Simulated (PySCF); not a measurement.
# H9NSi3: the cost of one run

The runs use PySCF 2.14.0, with density-fitted response routines of our own; the level of theory stands in each step. All values are computed, except where a source is named. Atoms are numbered from 0 throughout.

### 1 Starting geometry

13 atoms, charge 0, multiplicity 1; geometry from: GFN2-xTB. The atoms were then displaced at random by about 0.01 Å, so the start is not that level's minimum.

Bonds of the start (Å): Si0–N1 1.73, N1–Si2 1.76, N1–Si3 1.77, Si0–H4 1.49, Si0–H5 1.47, Si0–H6 1.46, Si2–H7 1.45, Si2–H8 1.44, Si2–H9 1.48, Si3–H10 1.48, Si3–H11 1.46, Si3–H12 1.41.

### 2 Optimising the geometry at PBE0-D3(BJ)/def2-SVP

Job settings and geometry (Å):

```
{"job": {"xc": "PBE0", "basis": "def2-SVP", "d3": "d3bj", "grid": 1, "shake": 0.01, "kind": "geom"}, "charge": 0, "multiplicity": 1}
Si     0.311010     1.624620     0.552810
N      0.021690     0.031470    -0.060030
Si    -1.622150    -0.509810    -0.370290
Si     1.348390    -1.134100     0.039330
H     -0.674880     2.524940    -0.119270
H      0.097310     1.694270     2.001130
H      1.670190     2.028230     0.210400
H     -2.332940     0.624980    -0.921600
H     -1.530710    -1.601130    -1.302540
H     -2.232800    -0.968340     0.893060
H      1.346760    -1.742680     1.388890
H      1.063090    -2.161280    -0.958490
H      2.540870    -0.428060    -0.242300
```

Run with:

```
OMP_NUM_THREADS=1 python probes_run.py task.json out
```

The driver reads the jobs from task.json and runs them one after another.

**Question.** How long does this first job take on 1 thread of Intel Xeon 6975P-C, shared host, and how much memory does it need?

About 13 s, with a peak of 0.48 GiB.
